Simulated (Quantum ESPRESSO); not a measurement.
Sr2Re:

```
Sr Re
1.0
     0.00000    3.29952    3.29952
     3.29952    0.00000    3.29952
     3.29952    3.29952    0.00000
Sr Re
2 1
Cartesian
  1.6498 1.6498 1.6498
  3.2995 3.2995 3.2995
  0.0000 0.0000 0.0000
```

The cell was built by a generator and needn't be a form met in nature.

Base run:

- Program: Quantum ESPRESSO 7.5
- Functional: optB86b-vdW
- Potentials or basis: SSSP 1.3 efficiency PBE
- Cutoff: 748 eV
- Density cutoff: 5987 eV
- k mesh: 7 × 7 × 7
- Occupations: cold, width 0.05 eV
- Spin: no spin polarisation

Its results: band gap on the k mesh none (metal or under the smearing width); pressure 12.1 GPa.

Task: The run is repeated on the same cell with these changes: functional from optB86b-vdW to PBE; occupations from cold, width 0.05 eV to fermi-dirac, width 0.05 eV. What comes out?

Result: Band gap on the k mesh none (metal or under the smearing width); pressure 14.7 GPa.

Caveats: the potentials were made for another functional, which shifts forces and pressure (some runs).

Not every run made on this cell is shown here.
